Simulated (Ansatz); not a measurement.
This script makes relaxations under a series of pressures of SnO, space group P4/nmm with Ansatz 0.2.0, Python API.

The script, `compress_sno.py`:
```python
import ansatz
from ase import Atoms
import numpy as np

def edges_and_angles(cell):
    cell = np.asarray(cell)
    a, b, c = np.linalg.norm(cell, axis=1)
    cosines = cell[1] @ cell[2] / (b * c), cell[0] @ cell[2] / (a * c), cell[0] @ cell[1] / (a * b)
    return (a, b, c, *np.degrees(np.arccos(cosines)))


def main() -> None:
    atoms = Atoms(
        ["Sn", "Sn", "O", "O"],
        scaled_positions=[
            (0.5, 0.0, 0.2369),
            (0.0, 0.5, 0.7631),
            (0.0, 0.0, 0.0),
            (0.5, 0.5, 0.0),
        ],
        cell=[
            (3.7986, 0.0, 0.0),
            (0.0, 3.7986, 0.0),
            (0.0, 0.0, 4.8408),
        ],
        pbc=True,
    )
    cell = ansatz.Crystal.from_ase(atoms)

    calc = cell.calculation()
    calc = calc.functional(ansatz.Functional.PBE)
    calc = calc.pseudopotentials("paw")
    calc = calc.basis(19 * ansatz.Ha)
    calc = calc.kpoints(6)
    calc = calc.occupations("fermi_dirac", width=0.1)

    rows = []
    for pressure in [0, 2, 4, 6, 8]:
        result = calc.relax(cell=True, pressure=pressure).run()
        cell = result.lattice.cell_ang
        n_atoms = len(result.lattice.sites)
        volume = abs(np.linalg.det(cell)) / n_atoms
        enthalpy = result.report["free_energy_ev"] / n_atoms + pressure * volume / 160.21766
        rows.append((pressure, volume, enthalpy, *edges_and_angles(cell)))
        print(f"{pressure} GPa done: {volume:.4f} A^3/atom")

    print(" P (GPa)  V (A^3/atom)  H (eV/atom)     a       b       c")
    for row in rows:
        print("{:8.1f} {:12.4f} {:14.5f} {:7.4f} {:7.4f} {:7.4f}".format(*row[:6]))
    p, v = np.array([row[0] for row in rows], float), np.array([row[1] for row in rows])
    print("mean bulk modulus between rows (GPa):", np.round(-np.diff(p) / np.diff(np.log(v)), 1))


if __name__ == "__main__":
    main()
```

From its runs, with one value withheld:

| P (GPa) | relaxed V (Å³/atom) |
| --- | --- |
| 0 | 18.922 |
| 2 | 17.551 |
| 4 | ? |
| 6 | 16.171 |
| 8 | 15.704 |

What volume does the cell relax to at 4 GPa?

Murnaghan's form V = V0 (1 + B' P / B0)^(-1/B') through the 4 rows shown gives V0 = 18.916 Å³, B0 = 20.3 GPa and B' = 7.28, and so 16.742 Å³ an atom at 4 GPa. The run gave 16.753 Å³, 0.07 % away.

Reading the output:
- At a fixed pressure a relaxation lowers the enthalpy F + PV, while F alone can rise.
- The structure is a deposited one; some such entries were measured under pressure or heat, so a shift against it needn't be the functional's error alone.
- Symmetry holds the cell in this phase, whether or not it is the stable one at each pressure.
- Run time: 2.1 min on 1 thread of Arm Neoverse V2, with other jobs on the host, peak memory 0.47 GiB.
